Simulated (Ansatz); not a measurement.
# NRb: the cost of one run

Computed with Ansatz 0.2.0, driven from Python. Level of theory: B3LYP+D3(BJ)/def2-TZVP.

## (1) The system

Bond lengths: Rb1–N2 2.815 Å.

The script reads nrb.xyz:

```xyz
2

Rb    0.00000    0.00000    0.00000
N     0.00000    0.00000    2.81500
```

## (2) The script

Input file nrb_states.py:

```python
"""Restricted and unrestricted solutions of NRb(-), stretched and not."""

import ansatz
import numpy as np

system = ansatz.Crystal.molecule_from_extxyz("nrb.xyz")
symbols = [site.symbol for site in system.cartesian_sites]

start = np.array([site.position_ang for site in system.cartesian_sites])
for factor in [1.0, 1.3]:
    xyz = (start - start.mean(axis=0)) * factor
    scaled = ansatz.Crystal.molecule()
    for symbol, place in zip(symbols, xyz):
        scaled = scaled.atom(symbol, place.tolist())
    job = (
        scaled.calculation()
        .basis(gaussian="def2-TZVP")
        .functional("B3LYP", dispersion="d3bj")
        .charge(-1)
        .spin("collinear", total=1)  # two spin channels
    )
    for search in ("off", "standard"):
        try:
            report = job.scf(lower_state_search=search).run().report
        except ansatz.AnsatzError as error:
            print(f"x{factor} search {search}: {type(error).__name__}")
            continue
        state = report["mean_field"]["state"]
        print(f"all distances x{factor}, search {search:8s} E = {report['free_energy_ev']:.5f} eV  <S^2> = {abs(state['spin_squared']):.3f}  other states met: {len(report['mean_field']['others'])}")
```

## (3) The input behind the calls

The engine receives this input (first run):

```yaml
crystal:
  periodic: [false, false, false]
  atoms:
    - { symbol: Rb, position_ang: [0.0, 0.0, -1.4075] }
    - { symbol: "N", position_ang: [0.0, 0.0, 1.4075] }
basis:
  gaussian:
    orbitals: def2-TZVP
hamiltonian:
  xc: b3lyp
  dispersion: d3bj
magnetization:
  spin_polarized: true
  initial_magnetization: 1.0
total_charge: -1.0
scf:
  lower_state_search: "off"
```

## (4) The run

Command:

```console
$ python nrb_states.py
```

Q: Estimate wall time and peak memory on 1 thread of Arm Neoverse V1, shared host.

About 67 s, with a peak of 0.24 GiB.
